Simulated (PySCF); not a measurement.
# GaH5SSi: geometry, electronic excitations

What electronic excitations should GaH5SSi (`[SiH3][S][GaH2]`) show?

Computed with PySCF 2.14.0, with density-fitted response routines of our own, on a single molecule in the gas phase. Atoms count from 0, in the outputs and in this text.

### 1 The starting structure

8 atoms, charge 0, multiplicity 1; geometry from: GFN2-xTB. The atoms were then displaced at random by about 0.01 Å, so the start is not that level's minimum.

Bonds of the start (Å): Si0–S1 2.20, S1–Ga2 2.22, Si0–H3 1.47, Si0–H4 1.44, Si0–H5 1.44, Ga2–H6 1.57, Ga2–H7 1.54.

### 2 Optimising the geometry at PBE0-D3(BJ)/def2-SVP

The job: settings as JSON, then the geometry in Å.

```
{"job": {"xc": "PBE0", "basis": "def2-SVP", "d3": "d3bj", "grid": 1, "shake": 0.01, "kind": "geom"}, "charge": 0, "multiplicity": 1}
Si     1.442780    -0.286920     0.176480
S      0.051890     1.294360     0.821800
Ga    -1.755890     0.421880    -0.119050
H      1.367760    -0.384160    -1.290920
H      2.702790     0.242040     0.621000
H      1.031700    -1.513810     0.818040
H     -1.661270    -0.893540    -0.975210
H     -3.124620     1.101000     0.050870
```

Launch:

```console
$ OMP_NUM_THREADS=1 python probes_run.py task.json out
```

One launch serves the whole session: the jobs run in the order shown.

What it wrote:

```text
step   0  E = -2614.59919668  max force = 0.025988
step   1  E = -2614.60449604  max force = 0.004737
step   2  E = -2614.60463386  max force = 0.001102
step   3  E = -2614.60464969  max force = 0.000675
step   4  E = -2614.60464749  max force = 0.000519
step   5  E = -2614.60464870  max force = 0.000243
optimisation converged
```

It took 18 s on 1 thread of Arm Neoverse V2, shared host; peak memory 0.38 GiB.

Step by step:

```csv
step,energy from step 0 (eV),largest force component (eV/Å)
0,0.0000,1.3364
1,-0.1442,0.2436
2,-0.1480,0.0567
3,-0.1484,0.0347
4,-0.1483,0.0267
5,-0.1484,0.0125
```

Distances of close pairs at the start and the end, largest changes first:

```
  bond  before (Å)  after (Å)  change (Å)
Si0–H4       1.437      1.491      +0.054
Si0–S1       2.203      2.153      -0.050
Si0–H5       1.444      1.493      +0.049
Ga2–H7       1.537      1.560      +0.023
Si0–H3       1.473      1.493      +0.021
Ga2–H6       1.572      1.565      -0.007
S1–Ga2       2.217      2.210      -0.007
```

The end geometry stands in the next job.

| at the end point | value |
| --- | --- |
| rotational constants (GHz, main isotopes) | 9.207, 1.882, 1.592 |
| dipole moment (D) | 1.25 |

### 3 Excited states and response: PBE0/aug-cc-pVTZ

The job: settings as JSON, then the geometry in Å.

```
{"job": {"kind": "uv", "xc": "PBE0", "basis": "aug-cc-pVTZ"}, "charge": 0, "multiplicity": 1}
Si     1.428061    -0.166123     0.182773
S     -0.078119     1.265113     0.746573
Ga    -1.856903     0.309312    -0.150934
H      1.476918    -0.354953    -1.297659
H      2.735539     0.377299     0.651343
H      1.186582    -1.491339     0.827114
H     -1.647796    -1.057871    -0.882953
H     -3.192188     1.096252     0.025321
```

Level: TDDFT PBE0/aug-cc-pVTZ, vertical, gas phase, core orbitals frozen in the response.

What it wrote:

```text
coarse grid: 32504 points
cycle   1  E = -2615.0841588690  dE = -5.230e-01  |g| = 5.381e-01  |ddm| = 8.324e+00
cycle   2  E = -2615.0466326042  dE =  3.753e-02  |g| = 6.669e-01  |ddm| = 6.087e+00
cycle   3  E = -2615.1304181873  dE = -8.379e-02  |g| = 6.573e-02  |ddm| = 4.069e+00
cycle   4  E = -2615.1317138551  dE = -1.296e-03  |g| = 2.162e-02  |ddm| = 2.273e-01
cycle   5  E = -2615.1318570673  dE = -1.432e-04  |g| = 2.867e-03  |ddm| = 6.811e-02
cycle   6  E = -2615.1318585527  dE = -1.485e-06  |g| = 9.106e-04  |ddm| = 1.105e-02
final grid: 63824 points
cycle   7  E = -2615.1317970915  dE =  3.070e-08  |g| = 1.047e-03  |ddm| = 1.012e-02
cycle   8  E = -2615.1317969325  dE =  1.590e-07  |g| = 1.314e-03  |ddm| = 8.724e-03
cycle   9  E = -2615.1317974365  dE = -5.040e-07  |g| = 1.052e-04  |ddm| = 5.467e-03
cycle  10  E = -2615.1317974385  dE = -1.983e-09  |g| = 9.444e-06  |ddm| = 4.371e-04
cycle  11  E = -2615.1317974385  dE = -2.683e-11  |g| = 4.494e-06  |ddm| = 3.386e-05
converged SCF energy = -2615.1317974385

Static polarisability (au): isotropic 81.646, principal 62.932 79.394 102.613

Singlet excitations
state   eV       nm        f      main configurations
  1   4.9255    251.7   0.05917   H->L 0.97
  2   5.2876    234.5   0.00182   H-1->L 0.98
  3   5.6461    219.6   0.00148   H-2->L 0.96
  4   6.0552    204.8   0.03884   H->L+1 0.96
  5   6.3104    196.5   0.00039   H->L+2 0.69, H->L+3 0.23
  6   6.7326    184.2   0.00258   H->L+3 0.55, H->L+2 0.21, H-3->L 0.14
  7   6.7930    182.5   0.00047   H-3->L 0.83, H->L+3 0.09
  8   6.9119    179.4   0.08368   H-1->L+1 0.88
  9   7.0101    176.9   0.00130   H->L+4 0.66, H->L+8 0.14
 10   7.2060    172.1   0.02912   H-1->L+2 0.65, H-1->L+3 0.11

Triplet excitations (Tamm-Dancoff, eV): 4.2564 4.9495 5.2259 5.6806
```

Run time: 33 s. Hardware: 1 thread of Arm Neoverse V2, shared host; peak memory 1.1 GiB.

Frontier orbitals and where they lie:

```csv
orbital,eV,atoms
HOMO−3,-9.85,"S1 35 %, Ga2 19 %, Si0 16 %"
HOMO−2,-8.80,"Ga2 29 %, H7 27 %, S1 14 %"
HOMO−1,-8.38,"S1 49 %, Ga2 18 %, H6 13 %"
HOMO,-7.65,"S1 61 %, Si0 17 %, Ga2 13 %"
LUMO,-1.75,"Ga2 58 %, S1 14 %, H7 10 %"
LUMO+1,-0.32,"Si0 33 %, Ga2 32 %, S1 13 %"
LUMO+2,-0.10,"Ga2 23 %, Si0 17 %, H5 16 %"
```

With each of the 10 states as a Gaussian band of 0.4 eV half-width at 1/e, the curve within the window shown has maxima at 251 nm (ε 2,400), 204 nm (ε 1,700), 178 nm (ε 4,300) L/(mol cm). Beyond the last state computed it falls off for lack of states. The curve at chosen wavelengths:

(nm, ε (L/mol/cm)): (165, 1060), (170, 2602), (175, 4033), (180, 4159), (184, 3305), (189, 2060), (194, 1490), (199, 1541), (204, 1652), (209, 1483), (213, 1185), (218, 816), (223, 635), (228, 728), (233, 1075), (238, 1574), (242, 1973), (247, 2330), (252, 2428), (257, 2257), (262, 1893), (267, 1447), (271, 1100), (276, 731), (281, 454), (286, 266)

Ground-state properties from the same run:

```csv
property,computed
dipole moment (D),1.18
polarisability (Å³),12.10
HOMO–LUMO gap (eV),5.91
−ε(HOMO) (eV),7.65
```

### 4 TDDFT and polarisability: PBE0/def2-TZVPD

Same as in step 3 but for these lines:

```diff
@@ -1,2 +1,2 @@
-{"job": {"kind": "uv", "xc": "PBE0", "basis": "aug-cc-pVTZ"}, "charge": 0, "multiplicity": 1}
+{"job": {"kind": "uv", "xc": "PBE0", "basis": "def2-TZVPD"}, "charge": 0, "multiplicity": 1}
 Si     1.428061    -0.166123     0.182773
```

With the program's defaults for keys left out, this is: TDDFT PBE0/def2-TZVPD, vertical, gas phase, core orbitals frozen in the response.

What it wrote:

```text
coarse grid: 32504 points
cycle   1  E = -2615.0260278024  dE = -5.268e-01  |g| = 7.582e-01  |ddm| = 2.130e+00
cycle   2  E = -2614.9601617391  dE =  6.587e-02  |g| = 1.060e+00  |ddm| = 1.170e+00
cycle   3  E = -2615.0872651676  dE = -1.271e-01  |g| = 5.322e-02  |ddm| = 7.144e-01
cycle   4  E = -2615.0878222856  dE = -5.571e-04  |g| = 2.704e-02  |ddm| = 7.489e-02
cycle   5  E = -2615.0880589743  dE = -2.367e-04  |g| = 4.244e-03  |ddm| = 3.205e-02
cycle   6  E = -2615.0880633635  dE = -4.389e-06  |g| = 1.149e-03  |ddm| = 5.311e-03
final grid: 63824 points
cycle   7  E = -2615.0880179957  dE =  6.891e-08  |g| = 1.311e-03  |ddm| = 3.142e-03
cycle   8  E = -2615.0880177711  dE =  2.246e-07  |g| = 1.728e-03  |ddm| = 2.356e-03
cycle   9  E = -2615.0880184363  dE = -6.652e-07  |g| = 1.871e-04  |ddm| = 1.288e-03
cycle  10  E = -2615.0880184404  dE = -4.073e-09  |g| = 1.467e-05  |ddm| = 1.251e-04
cycle  11  E = -2615.0880184405  dE = -7.140e-11  |g| = 3.564e-06  |ddm| = 1.484e-05
converged SCF energy = -2615.0880184405

Static polarisability (au): isotropic 81.397, principal 62.715 79.128 102.346

Singlet excitations
state   eV       nm        f      main configurations
  1   4.9387    251.0   0.05927   H->L 0.97
  2   5.2977    234.0   0.00181   H-1->L 0.98
  3   5.6559    219.2   0.00153   H-2->L 0.97
  4   6.0918    203.5   0.03729   H->L+1 0.97
  5   6.3142    196.4   0.00043   H->L+2 0.96
  6   6.7852    182.7   0.00221   H-3->L 0.94
  7   6.8928    179.9   0.00095   H->L+3 0.76, H->L+4 0.16
  8   6.9484    178.4   0.08060   H-1->L+1 0.86
  9   7.0835    175.0   0.00201   H->L+4 0.65, H->L+3 0.18
 10   7.2353    171.4   0.03681   H-1->L+2 0.74, H-4->L 0.09

Triplet excitations (Tamm-Dancoff, eV): 4.2636 4.9586 5.2388 5.7044
```

Run time: 17 s. Hardware: 1 thread of Arm Neoverse V2, shared host; peak memory 0.74 GiB.

Key values: HOMO -7.65 eV, LUMO -1.73 eV; lowest singlet 4.94 eV.

### 5 Side by side: electronic excitations

Excitations and ground-state properties, with basis size and wall time:

```csv
run,lowest singlet (eV),brightest (eV),f,gap (eV),α (Å³),μ (D),functions,time
PBE0/aug-cc-pVTZ,4.93,6.91,0.084,5.91,12.10,1.18,274,33 s
PBE0/def2-TZVPD,4.94,6.95,0.081,5.92,12.06,1.17,188,17 s
```

### 6 Outcome

```
                                quantity                        value
    rotational constants (main isotopes)         9.21, 1.88, 1.59 GHz
       lowest singlet (PBE0/aug-cc-pVTZ)  4.93 eV (252 nm), f = 0.059
brightest single state of those computed  state 8, 6.91 eV, f = 0.084
                          lowest triplet                      4.26 eV
             range of the lowest singlet              4.93 to 4.94 eV
```

What this shows: Relaxing lowered the energy by 0.148 eV in 5 steps; the close pair that moved most is Si0–H4, from 1.437 to 1.491 Å. No frequency check was run at this level, so the end point may be a saddle. The lowest singlet, at 4.93 eV, is HOMO→LUMO 0.97 and is bright; of the 10 states computed, the strongest absorption comes from state 8 at 6.91 eV. The lowest triplet lies 0.67 eV below the lowest singlet (triplets in Tamm-Dancoff, singlets in full TDDFT). The lowest singlet runs from 4.93 eV (PBE0/aug-cc-pVTZ) to 4.94 eV (PBE0/def2-TZVPD), while the orbital gap spans 5.91 to 5.92 eV. The lowest state need not be the same one in every run.
